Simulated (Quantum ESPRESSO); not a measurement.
**NbCu: zone-centre phonons under several settings**

```xyz
2
Lattice="0.0000 2.5622 2.5622 2.5622 0.0000 2.5622 2.5622 2.5622 0.0000" Properties=species:S:1:pos:R:3 pbc="T T T"
Nb    0.0000    0.0000    0.0000
Cu    2.5622    2.5622    2.5622
```

The cell was built by a generator and needn't be a form met in nature.

All runs used Quantum ESPRESSO 7.5; k mesh 9 × 9 × 9; relaxed cell; no spin polarisation; cutoff 762 eV; occupations cold, width 0.2 eV.

| level | potentials | volume (Å³/atom) | pressure (GPa) | lowest optical mode without the field (cm⁻¹) |
| --- | --- | --- | --- | --- |
| LDA | GBRV 1.5 LDA | ? | -0.1 | ? |
| PBE | GBRV 1.5 PBE | 16.79 | 0.0 | 194 |
| PBEsol | GBRV 1.5 PBEsol | 16.15 | -0.1 | 204 |
| PW91 | GBRV 1.5 PBE | 16.77 | 0.0 | 191 |
| revPBE | GBRV 1.5 PBE | 17.05 | 0.0 | 190 |
| BLYP | GBRV 1.5 PBE | 17.53 | 0.1 | 177 |
| vdW-DF-cx | GBRV 1.5 PBE | 16.19 | -0.1 | 205 |

Problem. What stands in the row left open?

Solution. Volume 15.75 Å³/atom; lowest optical mode without the field 207 cm⁻¹.

Caveats: the potentials were made for another functional, which shifts forces and pressure (some runs); before the sum rule the acoustic modes lie tens of cm⁻¹ from zero, a sign that the density grid also shifts the optical modes (some runs).
